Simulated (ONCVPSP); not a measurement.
**Tungsten: generating and testing an ONCV potential**

Do these settings give a usable potential? It is generated, then checked for transferability, scattering, ghosts and hardness.

Program: ONCVPSP 4.0.1.1 (patched build). Reference atom: PBE, scalar-relativistic, spherical and spin-unpolarised. All values are calculated.

## (1) Settings

The settings as typed:

| Quantity | Value |
| --- | --- |
| element | tungsten (W, Z = 74) |
| type | optimised norm-conserving Vanderbilt (ONCV) |
| frozen core | [Kr] 4d10 4f14 5s2 |
| valence charge | 12 |
| reference configuration | 5p6 5d4 6s2 |
| partial waves | 6s: rc 2.80 bohr, ncon 5, nbas 9, qcut 1.9 1/bohr, 2 projectors, debl 1.6 Ha; 5p: rc 1.15 bohr, ncon 4, nbas 7, qcut 6.3 1/bohr, 3 projectors, debl 3.9 Ha; 5d: rc 2.80 bohr, ncon 4, nbas 8, qcut 6.7 1/bohr, 2 projectors, debl 0.6 Ha |
| local potential | polynomial inside 0.95 bohr (lpopt 5, dvloc0 1 Ha) |
| core correction | Teter function fitted to the true core (icmod 2), fcfact 0.65 |

## (2) Generation

W.dat

```
# ATOM AND REFERENCE CONFIGURATION
# atsym  z   nc   nv     iexc    psfile
  W 74.00   11    3        4      upf
#
#   n    l    f
    1    0    2.00
    2    0    2.00
    2    1    6.00
    3    0    2.00
    3    1    6.00
    3    2   10.00
    4    0    2.00
    4    1    6.00
    4    2   10.00
    4    3   14.00
    5    0    2.00
    5    1    6.00
    5    2    4.00
    6    0    2.00
#
# PSEUDOPOTENTIAL AND OPTIMIZATION
# lmax
    2
#
#   l,   rc,      ep,       ncon, nbas, qcut
    0    2.80    0.00    5    9    1.90
    1    1.15    0.00    4    7    6.30
    2    2.80    0.00    4    8    6.70
#
# LOCAL POTENTIAL
# lloc, lpopt,  rc(5),   dvloc0
    4    5    0.95    1.00
#
# VANDERBILT-KLEINMAN-BYLANDER PROJECTORs
# l, nproj, debl
    0    2    1.60
    1    3    3.90
    2    2    0.60
#
# MODEL CORE CHARGE
# icmod, fcfact, rcfact
    2    0.65    0.70
#
# LOG DERIVATIVE ANALYSIS
# epsh1, epsh2, depsh
   -3.00    5.00    0.02
#
# OUTPUT GRID
# rlmax, drl
    6.00    0.01
#
# TEST CONFIGURATIONS
# ncnf
    4
# nvcnf
#   n    l    f
    3
    5    1    6.00
    5    2    4.00
    6    0    1.00
#
    3
    5    1    6.00
    5    2    4.00
    6    0    0.00
#
    3
    5    1    6.00
    5    2    3.00
    6    0    0.00
#
    3
    5    1    6.00
    5    2    5.00
    6    0    1.00
#
```

The run is started by

```
$ oncvpsp.x < W.dat > W.out
```

What does the calculation give? Wanted: cutoffs for 1 and 0.1 mHa per electron, occupied waves; bound ghosts; GHOST(+) flags; largest test error; largest phase difference near zero energy, channels read; rms error of d²Exc/dn², without and with the model core.

**Answer**, as computed:

| quantity | value |
| --- | --- |
| cutoffs for 1 and 0.1 mHa per electron, occupied waves | 90 Ha and 109 Ha |
| bound ghosts | s at -282.62 eV, p at -2163.04 eV |
| GHOST(+) flags | s at 28 eV, p at 405 eV, p at 1433 eV |
| largest test error (AE − PS) | +19 meV, for 5p6 5d3 6s0 |
| largest phase difference near zero energy, channels read | 0.001 rad |
| rms error of d²Exc/dn², without and with the model core | 4.78 and 0.63 mHa |

**Reading.** A bound ghost (s, p) makes it unfit for use: electrons can fall into a state that the atom doesn't have. By total energies transferability is good: the largest error is 19 meV on 49.9 eV, for 5p6 5d3 6s0. Atomic tests can pass in spite of a ghost, since they solve only for the levels asked. It counts as very hard, with 90 Ha needed at the looser tolerance. At the looser tolerance the 5p wave is the slowest; 5d needs 13 Ha. Near zero energy the phases of the channels with partial waves agree within 0.001 rad. The program also flags highly localised states, GHOST(+) (s, p). Note that the frozen 4f shell (-33 eV) lies higher than the valence 5p shell (-43 eV).
